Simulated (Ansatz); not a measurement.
What does this script print? It uses Ansatz's Python interface.

Script `zn3cdse4.py`:
```python
from collections import Counter
from dataclasses import dataclass
import warnings

import ansatz as az
import numpy as np
import pandas as pd


@dataclass(frozen=True)
class Settings:
    functional: str = "LDA"
    ecut: int = 510
    k_spacing: float = 0.33
    filling: str = "gaussian"
    smearing_width: float = 0.02


opts = Settings()

PHASES = {
    "Zn3CdSe4": (
        [[5.781126, 0.0, 0.0], [0.0, 5.781126, 0.0], [0.0, 0.0, 5.781126]],
        [
            ("Zn", [0.0, 0.5, 0.5]),
            ("Zn", [0.5, 0.5, 0.0]),
            ("Zn", [0.5, 0.0, 0.5]),
            ("Cd", [0.0, 0.0, 0.0]),
            ("Se", [0.738498, 0.738498, 0.261502]),
            ("Se", [0.738498, 0.261502, 0.738498]),
            ("Se", [0.261502, 0.738498, 0.738498]),
            ("Se", [0.261502, 0.261502, 0.261502]),
        ],
    ),
    "Zn": (
        [[2.67, 0.0, 0.0], [-1.335, 2.312288, 0.0], [0.0, 0.0, 4.966]],
        [
            ("Zn", [1 / 3, 2 / 3, 0.25]),
            ("Zn", [2 / 3, 1 / 3, 0.75]),
        ],
    ),
    "Cd": (
        [[2.97887, 0.0, 0.0], [-1.489435, 2.579777, 0.0], [0.0, 0.0, 5.61765]],
        [
            ("Cd", [1 / 3, 2 / 3, 0.25]),
            ("Cd", [2 / 3, 1 / 3, 0.75]),
        ],
    ),
    "Se": (
        [[4.3662, 0.0, 0.0], [-2.1831, 3.78124, 0.0], [0.0, 0.0, 4.9536]],
        [
            ("Se", [0.2254, 0.0, 1 / 3]),
            ("Se", [0.0, 0.2254, 2 / 3]),
            ("Se", [0.7746, 0.7746, 0.0]),
        ],
    ),
}


def build(vectors, sites):
    crystal = az.Crystal(lattice=az.Lattice.of(vectors))
    for symbol, position in sites:
        crystal = crystal.atom(symbol, position)
    return crystal


def solve(name, crystal):
    calc = (
        crystal.calculation()
        .functional(opts.functional)
        .basis(opts.ecut)
        .kpoints(spacing=opts.k_spacing)
        .occupations(opts.filling, width=opts.smearing_width)
        .stress()
    )
    calc = calc.relax(force_tolerance=0.03, cell=True)
    return calc.run(threads=1)


def counts(outcome):
    return Counter(site.symbol for site in outcome.lattice.sites)

def formation_energy(outcome, mu):
    n = counts(outcome)
    return (outcome.report["energy_sigma0_ev"] - sum(k * mu[element] for element, k in n.items())) / sum(n.values())


def volume_per_atom(outcome):
    return abs(np.linalg.det(outcome.lattice.cell_ang)) / len(outcome.lattice.sites)


def main() -> None:
    warnings.simplefilter("ignore", az.DeckWarning)

    phases = {name: build(*cell) for name, cell in PHASES.items()}

    done = {name: solve(name, crystal) for name, crystal in phases.items()}

    references = {"Zn": "Zn", "Cd": "Cd", "Se": "Se"}
    mu = {element: done[name].report["energy_sigma0_ev"] / len(done[name].lattice.sites) for element, name in references.items()}

    target = done["Zn3CdSe4"]
    heat = formation_energy(target, mu)
    rows = [(name, len(o.lattice.sites), volume_per_atom(o), formation_energy(o, mu)) for name, o in done.items()]
    print(pd.DataFrame(rows, columns=["phase", "atoms", "V (A^3/atom)", "E_form (eV/atom)"]).round(4).to_string(index=False))


if __name__ == "__main__":
    main()
```

```console
$ python zn3cdse4.py
   phase  atoms  V (A^3/atom)  E_form (eV/atom)
Zn3CdSe4      8       22.8514           -0.6308
      Zn      2       13.4392            0.0000
      Cd      2       19.5966            0.0000
      Se      3       23.0885            0.0000
```

Caveats:
- The cells come from databases of deposited and of computed structures, and not all need be stable phases.
- The compound is the structure given, not necessarily its lowest; energies are at zero temperature, with no correction for gases. A semilocal functional's error on such energies is often 0.05 to 0.1 eV an atom, and 0.1 to 0.3 eV against gases such as O2 or F2.
- Hardware and time: 96 s on 1 thread of Arm Neoverse V2, with other jobs on the host, peak memory 0.6 GiB.

(Lines on the test bed's own set-up are left out of the output.)
